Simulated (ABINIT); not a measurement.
Set up this calculation in ABINIT 10.8.3 (patched build), as the native input.

| Quantity | Value |
| --- | --- |
| Task | single point |
| Functional | PBE |
| Potentials or basis | PseudoDojo NC SR PBE v0.5 stringent |
| Cutoff | 1143 eV |
| k mesh | 12 × 12 × 12 |
| Occupations | fermi-dirac, width 0.05 eV |
| Spin | no spin polarisation |

SiF:

```
Si F
1.0
     1.33860    0.77284    3.89831
    -1.33860    0.77284    3.89831
     0.00000   -1.54568    3.89831
Si F
1 1
Direct
  0.50000 0.50000 0.50000
  0.00000 0.00000 0.00000
```

The cell was built by a generator and needn't be a form met in nature.

These files were run (other wordings do the same):

run.abi

```
# Pseudopotentials
pp_dirpath "./"
pseudos "Si.upf, F.upf"

# Structure
acell 7.9246814662 7.9246814662 7.9246803479
rprim
     0.3192036678     0.1842920683     0.9295942405
    -0.3192036678     0.1842920683     0.9295942405
     0.0000000000    -0.3685841886     0.9295943717
ntypat 2
znucl 14 9
natom 2
typat 1 2
xred
     0.5000000000     0.5000000000     0.5000000000
     0.0000000000     0.0000000000     0.0000000000

# Plane-wave basis
ecut 42.0

# k points
kptopt 1
ngkpt 12 12 12
nshiftk 1
shiftk 0.0 0.0 0.0

# Exchange and correlation
ixc 11

# Bands and occupations
nband 10
occopt 3
tsmear 0.00183747

# SCF cycle
nstep 100
tolvrs 1.0e-10

# Output
iomode 3
prtwf 0
prteig 0
prtebands 0
enunit 2
prtden 1
prtvha 1
prtvclmb 1
prtpot 1
prtelf 1
```

Potentials or basis: PseudoDojo NC SR PBE v0.5 stringent.

The run is started by

```console
$ abinit run.abi > log 2>&1
```

Results of the run:

- Pressure: 0.1 GPa
- Band gap on the k mesh: none (metal or under the smearing width)
- Valence electrons inside the program's atomic spheres: Si 1.55; F 6.98

Caveat: an odd number of electrons without spin polarisation forces a metal; a magnetic or distorted state may lie lower.

Run time: 2.9 min on 1 thread of Arm Neoverse V2, on a shared host, peak memory 0.15 GiB.
